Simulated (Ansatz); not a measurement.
# GeH5Si: vertical and adiabatic energies of changing the electron count

Wanted for GeH5Si: vertical and adiabatic energies of changing the electron count. SMILES: [SiH2][GeH3].

All numbers are computed with the Python package of Ansatz 0.2.0. Level of theory: CAM-B3LYP/def2-SVP.

## Step 1: The structure

Bond lengths: Si1–Ge2 2.347 Å, Si1–H3 1.417 Å, Si1–H4 1.442 Å, Ge2–H5 1.562 Å, Ge2–H6 1.555 Å, Ge2–H7 1.581 Å. Angles: Si1–Ge2–H5 109.8°, Si1–Ge2–H6 110.8°, Si1–Ge2–H7 108.0°, H5–Ge2–H6 109.6°, H5–Ge2–H7 109.3°, H6–Ge2–H7 109.3°, Ge2–Si1–H3 109.4°, Ge2–Si1–H4 105.9°, H3–Si1–H4 108.7°.

The script holds or builds the structure itself.

## Step 2: Script

adiabatic_geh5si.py

```python
"""How GeH5Si relaxes after losing an electron."""

import itertools
import warnings

import ansatz as az
from ase.data import atomic_numbers, covalent_radii
import numpy as np

GEOMETRY = """
Si   -0.03820   -1.45290   -0.18680
Ge    0.27240    0.87220   -0.10660
H     0.13470   -1.99540    1.11060
H    -1.40630   -1.65460   -0.59390
H     0.00890    1.49040   -1.51720
H    -0.68180    1.52240    0.93540
H     1.77140    1.15000    0.31280
"""

warnings.simplefilter("ignore", az.DeckWarning)

system = az.Crystal.molecule()
for line in GEOMETRY.strip().splitlines():
    symbol, *xyz = line.split()
    system = system.atom(symbol, [float(v) for v in xyz])

calc = system.calculation()
calc = calc.basis(gaussian="def2-SVP")
calc = calc.functional("cam_b3lyp").spin("collinear", total=1)
symbols = [site.symbol for site in system.cartesian_sites]
start = np.array([site.position_ang for site in system.cartesian_sites], dtype=float)
report = calc.relax(force_tolerance=0.01).run().report
end = np.array(report["positions_ang"])

minimum = az.Crystal.molecule()
for symbol, place in zip(symbols, end):
    minimum = minimum.atom(symbol, place.tolist())
ion = (
    minimum.calculation()
    .basis(gaussian="def2-SVP")
    .functional("cam_b3lyp")
    .charge(1)
)
vertical = ion.run().report
settled = ion.relax(force_tolerance=0.01, max_steps=80).run().report
print(f"vertical ionisation energy   {vertical['free_energy_ev'] - report['free_energy_ev']:.3f} eV")
print(f"adiabatic, no zero point     {settled['free_energy_ev'] - report['free_energy_ev']:.3f} eV")
print(f"relaxation energy of the ion {vertical['free_energy_ev'] - settled['free_energy_ev']:.3f} eV")
ionised = np.array(settled["positions_ang"])
# pairs closer than 1.2 times the sum of covalent radii, before or after
radius = [covalent_radii[atomic_numbers[s]] for s in symbols]
span = lambda where, i, j: np.linalg.norm(where[i] - where[j])
bonded = [(i, j) for i, j in itertools.combinations(range(len(symbols)), 2) if min(span(end, i, j), span(ionised, i, j)) < 1.2 * (radius[i] + radius[j])]
print("pair        before    after (A)")
for i, j in bonded:
    print(f"{symbols[i]}{i}-{symbols[j]}{j}".ljust(10), f"{span(end, i, j):8.4f} {span(ionised, i, j):8.4f}")
```

## Step 3: The calls as engine input

The engine receives this input (first run):

```yaml
crystal:
  periodic: [false, false, false]
  atoms:
    - { symbol: Si, position_ang: [-0.0382, -1.4529, -0.1868] }
    - { symbol: Ge, position_ang: [0.2724, 0.8722, -0.1066] }
    - { symbol: H, position_ang: [0.1347, -1.9954, 1.1106] }
    - { symbol: H, position_ang: [-1.4063, -1.6546, -0.5939] }
    - { symbol: H, position_ang: [0.0089, 1.4904, -1.5172] }
    - { symbol: H, position_ang: [-0.6818, 1.5224, 0.9354] }
    - { symbol: H, position_ang: [1.7714, 1.15, 0.3128] }
basis:
  gaussian:
    orbitals: def2-SVP
hamiltonian:
  xc: cam_b3lyp
magnetization:
  spin_polarized: true
  initial_magnetization: 1.0
relax:
  f_tol: 0.01
```

## Step 4: Launch

On the command line:

```console
$ python adiabatic_geh5si.py
```

The program printed:

```text
vertical ionisation energy   8.377 eV
adiabatic, no zero point     7.650 eV
relaxation energy of the ion 0.726 eV
pair        before    after (A)
Si0-Ge1      2.3752   2.4158
Si0-H2       1.4914   1.4827
Si0-H3       1.4915   1.4827
Ge1-H4       1.5358   1.5227
Ge1-H5       1.5397   1.5295
Ge1-H6       1.5357   1.5228
```

Wall time 63 s (1 thread of Arm Neoverse V1, shared host); peak memory 0.31 GiB.

## Step 5: Inputs of later runs

The engine's inputs for the other runs:

Run 2, against run 1:

```diff
@@ -4,7 +4,7 @@
-    - { symbol: Si, position_ang: [-0.0382, -1.4529, -0.1868] }
-    - { symbol: Ge, position_ang: [0.2724, 0.8722, -0.1066] }
-    - { symbol: H, position_ang: [0.1347, -1.9954, 1.1106] }
-    - { symbol: H, position_ang: [-1.4063, -1.6546, -0.5939] }
-    - { symbol: H, position_ang: [0.0089, 1.4904, -1.5172] }
-    - { symbol: H, position_ang: [-0.6818, 1.5224, 0.9354] }
-    - { symbol: H, position_ang: [1.7714, 1.15, 0.3128] }
+    - { symbol: Si, position_ang: [-0.09435513355997237, -1.4279673024955273, -0.16630921659441572] }
+    - { symbol: Ge, position_ang: [0.28939429524076443, 0.9150758990832811, -0.09902300977783712] }
+    - { symbol: H, position_ang: [0.17621574057483166, -2.1053890595884788, 1.1345323488013264] }
+    - { symbol: H, position_ang: [-1.462425328335999, -1.7852746739989729, -0.6408695908583962] }
+    - { symbol: H, position_ang: [0.04194071526299648, 1.5214373371997567, -1.4881779794411063] }
+    - { symbol: H, position_ang: [-0.6346559656655558, 1.6216005022761655, 0.9097592056681878] }
+    - { symbol: H, position_ang: [1.7449856764829343, 1.1926172975237748, 0.30438824220224114] }
@@ -16,5 +16 @@
-magnetization:
-  spin_polarized: true
-  initial_magnetization: 1.0
-relax:
-  f_tol: 0.01
+total_charge: 1.0
```

Run 3, against run 1:

```diff
@@ -4,7 +4,7 @@
-    - { symbol: Si, position_ang: [-0.0382, -1.4529, -0.1868] }
-    - { symbol: Ge, position_ang: [0.2724, 0.8722, -0.1066] }
-    - { symbol: H, position_ang: [0.1347, -1.9954, 1.1106] }
-    - { symbol: H, position_ang: [-1.4063, -1.6546, -0.5939] }
-    - { symbol: H, position_ang: [0.0089, 1.4904, -1.5172] }
-    - { symbol: H, position_ang: [-0.6818, 1.5224, 0.9354] }
-    - { symbol: H, position_ang: [1.7714, 1.15, 0.3128] }
+    - { symbol: Si, position_ang: [-0.09435513355997237, -1.4279673024955273, -0.16630921659441572] }
+    - { symbol: Ge, position_ang: [0.28939429524076443, 0.9150758990832811, -0.09902300977783712] }
+    - { symbol: H, position_ang: [0.17621574057483166, -2.1053890595884788, 1.1345323488013264] }
+    - { symbol: H, position_ang: [-1.462425328335999, -1.7852746739989729, -0.6408695908583962] }
+    - { symbol: H, position_ang: [0.04194071526299648, 1.5214373371997567, -1.4881779794411063] }
+    - { symbol: H, position_ang: [-0.6346559656655558, 1.6216005022761655, 0.9097592056681878] }
+    - { symbol: H, position_ang: [1.7449856764829343, 1.1926172975237748, 0.30438824220224114] }
@@ -16,3 +16 @@
-magnetization:
-  spin_polarized: true
-  initial_magnetization: 1.0
+total_charge: 1.0
@@ -20,0 +19 @@
+  max_steps: 80
```

## Step 6: Run by run

From the records of these 3 runs:

| run | kind of run | system | unpaired or total moment | energy (eV) | <S²> | SCF cycles in all | CPU time (s) |
| --- | --- | --- | --- | --- | --- | --- | --- |
| 1 | relaxation | GeH5Si | 1 | -64469.3250 | 0.75 | 64 | 35 |
| 2 | single point | GeH5Si, charge +1 | not set | -64460.9484 | 0.00 | 17 | 2.3 |
| 3 | relaxation | GeH5Si, charge +1 | not set | -64461.6747 | 0.00 | 67 | 25 |

Totals carry meaning only in balanced differences at one level of theory.

## Step 7: Path of the relaxation of run 1

Step by step:

```csv
step,energy from step 1 (eV),largest force component (eV/Å)
1,0.0000,1.4059
2,-0.1271,0.3479
3,-0.1576,0.0734
4,-0.1589,0.0270
5,-0.1570,0.2337
6,-0.1596,0.0135
7,-0.1598,0.0016
```

Step 1 is the start. Step 5 was tried and not accepted.

Before: Bond lengths: Si1–Ge2 2.347 Å, Si1–H3 1.417 Å, Si1–H4 1.442 Å, Ge2–H5 1.562 Å, Ge2–H6 1.555 Å, Ge2–H7 1.581 Å. Angles: Si1–Ge2–H5 109.8°, Si1–Ge2–H6 110.8°, Si1–Ge2–H7 108.0°, H5–Ge2–H6 109.6°, H5–Ge2–H7 109.3°, H6–Ge2–H7 109.3°, Ge2–Si1–H3 109.4°, Ge2–Si1–H4 105.9°, H3–Si1–H4 108.7°.

After: Bond lengths: Si1–Ge2 2.375 Å, Si1–H3 1.491 Å, Si1–H4 1.491 Å, Ge2–H5 1.536 Å, Ge2–H6 1.540 Å, Ge2–H7 1.536 Å. Angles: Si1–Ge2–H5 109.7°, Si1–Ge2–H6 112.0°, Si1–Ge2–H7 109.8°, H5–Ge2–H6 108.3°, H5–Ge2–H7 108.6°, H6–Ge2–H7 108.3°, Ge2–Si1–H3 113.2°, Ge2–Si1–H4 113.2°, H3–Si1–H4 109.6°.

## Step 8: Path of the relaxation of run 3

The steps of the relaxation:

```
step  energy from step 1 (eV)  largest force component (eV/Å)
   1                   0.0000                          1.6983
   2                  -0.5953                          0.8396
   3                  -0.7012                          0.4115
   4                  -0.7139                          0.0849
   5                  -0.7221                          0.0907
   6                  -0.7224                          0.2589
   7                  -0.7262                          0.0114
   8                  -0.7262                          0.0027
```

Step 1 is the start.

Before: Bond lengths: Si1–Ge2 2.375 Å, Si1–H3 1.491 Å, Si1–H4 1.491 Å, Ge2–H5 1.536 Å, Ge2–H6 1.540 Å, Ge2–H7 1.536 Å. Angles: Si1–Ge2–H5 109.7°, Si1–Ge2–H6 112.0°, Si1–Ge2–H7 109.8°, H5–Ge2–H6 108.3°, H5–Ge2–H7 108.6°, H6–Ge2–H7 108.3°, Ge2–Si1–H3 113.2°, Ge2–Si1–H4 113.2°, H3–Si1–H4 109.6°.

After: Bond lengths: Si1–Ge2 2.416 Å, Si1–H3 1.483 Å, Si1–H4 1.483 Å, Ge2–H5 1.523 Å, Ge2–H6 1.530 Å, Ge2–H7 1.523 Å. Angles: Si1–Ge2–H5 104.8°, Si1–Ge2–H6 100.6°, Si1–Ge2–H7 104.7°, H5–Ge2–H6 114.1°, H5–Ge2–H7 116.1°, H6–Ge2–H7 114.1°, Ge2–Si1–H3 124.0°, Ge2–Si1–H4 124.1°, H3–Si1–H4 111.8°.

## Step 9: Outcome

| quantity | value |
| --- | --- |
| vertical ionisation energy | 8.377 eV |
| adiabatic ionisation energy, no zero point | 7.650 eV |
| runs compared | 3 |

**Reading.** The ionisation energy is a difference of two total energies at the neutral geometry; letting the ion relax lowers it by 0.73 eV. Run 1: After 5 moves the largest shift is 0.150 Å, of atom 4 (H). Run 3: The relaxation took 7 moves; the largest shift is 0.363 Å, of atom 1 (Si). Notes:
- The energies are electronic: no zero-point or thermal terms, and the basis set is short of its limit. The product may relax into another structure. The relaxation finds the nearest minimum, so the adiabatic value is an upper bound.
- The species is open-shell (spin multiplicity 2).
- Only the spin states typed were run; another state of an ion can lie lower, by up to an eV or two.
